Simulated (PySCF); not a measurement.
# Br2Pb (Pb(Br)22+): the cost of one run

The runs use PySCF 2.14.0; TPSS, Pb def2-SVP with ECP60, Br def2-SVP; scalar-relativistic core potentials, no spin–orbit coupling.

3 further runs of the same task are left out: 2 for a known fault of the program, 1 that didn't finish.

**1. The system as given**

3 atoms, charge 2, spin multiplicity 1.

Bond lengths: Pb1–Br2 2.487 Å, Pb1–Br3 2.487 Å. Angles: Br2–Pb1–Br3 180.0°.

As a file:

| atom | x (Å) | y (Å) | z (Å) |
| --- | --- | --- | --- |
| Pb1 | 0.00000 | 0.00000 | 0.00000 |
| Br2 | 0.00000 | 0.00000 | 2.48694 |
| Br3 | 0.00000 | 0.00000 | -2.48694 |

Formal oxidation states: Pb +4. An earlier session relaxed this geometry at TPSS, Pb def2-SVP with ECP60, Br def2-SVP (singlet, point group D∞h).

Its energy there is -5339.546480 Eh.

**2. Atoms moved at random, σ = 0.1 Å**

run.py (the lines that set the calculation) reads:

```python
mol = gto.M(atom='''
Pb    -0.02375     0.04361    -0.02468
Br     0.08895    -0.03389     2.47127
Br    -0.06520    -0.00972    -2.44659''',
    basis={'Pb': 'def2-SVP', 'Br': 'def2-SVP'},
    ecp={'Pb': 'def2-SVP'},
    charge=2, spin=0)
mf = dft.RKS(mol, xc='TPSS')
mf.grids.atom_grid = (50, 194)
mf = mf.density_fit()  # fitting sets: Pb def2-universal-JKFIT, Br def2-universal-JKFIT
mf.conv_tol = 1e-08; mf.max_cycle = 55
mf.kernel(dm0)  # dm0: the density of the relaxed state
```

The run is started by

```bash
OMP_NUM_THREADS=2 python run.py
```

**Question.** How long does this run take on 2 threads of Arm Neoverse V1, shared host?

About 3.7 s.
